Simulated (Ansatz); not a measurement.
What does this script print? It uses Ansatz's Python interface.

The script reads `cbr.xyz`:
```text
2

C     0.00000    0.00000    0.00000
Br    0.00000    0.00000    1.82500
```

Script `adiabatic_cbr.py`:
```python
"""Vertical and adiabatic ionisation of CBr."""

import itertools
import warnings

import ansatz as az
from ase.data import atomic_numbers, covalent_radii
import numpy as np

BASIS_SET = "def2-SVP"
XC = "cam_b3lyp"
NET_CHARGE = 1

warnings.simplefilter("ignore", az.DeckWarning)

system = az.Crystal.molecule_from_extxyz("cbr.xyz")

base = (
    system.calculation()
    .basis(gaussian=BASIS_SET)
    .functional(XC)
    .spin("collinear", total=1)
)
symbols = [site.symbol for site in system.cartesian_sites]
start = np.array([site.position_ang for site in system.cartesian_sites], dtype=float)
report = base.relax(force_tolerance=0.01, max_steps=100).run(threads=1, pin="off").report
end = np.array(report["positions_ang"])

minimum = az.Crystal.molecule()
for symbol, place in zip(symbols, end):
    minimum = minimum.atom(symbol, place.tolist())
ion = minimum.calculation().basis(gaussian=BASIS_SET).functional(XC).charge(NET_CHARGE)
vertical = ion.run(threads=1, pin="off").report
settled = ion.relax(force_tolerance=0.01, max_steps=80).run(threads=1, pin="off").report
print(f"vertical ionisation energy   {vertical['free_energy_ev'] - report['free_energy_ev']:.3f} eV")
print(f"adiabatic, no zero point     {settled['free_energy_ev'] - report['free_energy_ev']:.3f} eV")
print(f"relaxation energy of the ion {vertical['free_energy_ev'] - settled['free_energy_ev']:.3f} eV")
ionised = np.array(settled["positions_ang"])
# pairs closer than 1.2 times the sum of covalent radii, before or after
radius = [covalent_radii[atomic_numbers[s]] for s in symbols]
span = lambda where, i, j: np.linalg.norm(where[i] - where[j])
bonded = [(i, j) for i, j in itertools.combinations(range(len(symbols)), 2) if min(span(end, i, j), span(ionised, i, j)) < 1.2 * (radius[i] + radius[j])]
print("pair        before    after (A)")
for i, j in bonded:
    print(f"{symbols[i]}{i}-{symbols[j]}{j}".ljust(10), f"{span(end, i, j):8.4f} {span(ionised, i, j):8.4f}")
```

```console
$ python adiabatic_cbr.py
vertical ionisation energy   9.296 eV
adiabatic, no zero point     9.024 eV
relaxation energy of the ion 0.272 eV
pair        before    after (A)
C0-Br1       1.8140   1.6843
```

What to keep in mind:
- The energies are electronic: no zero-point or thermal terms, and the basis set is short of its limit. The product may relax into another structure. Each relaxation finds its nearest minimum, which needn't be the lowest.
- The run takes the species as open-shell (spin multiplicity 2), which needn't be its ground state.
- Only the spin states typed were run; another state of an ion can lie lower, by up to an eV or two.
- The spin state was assumed, and another may lie lower.
- Hardware and time: 30 s on 1 thread of AMD EPYC 7571, on a shared host, peak memory 0.21 GiB.
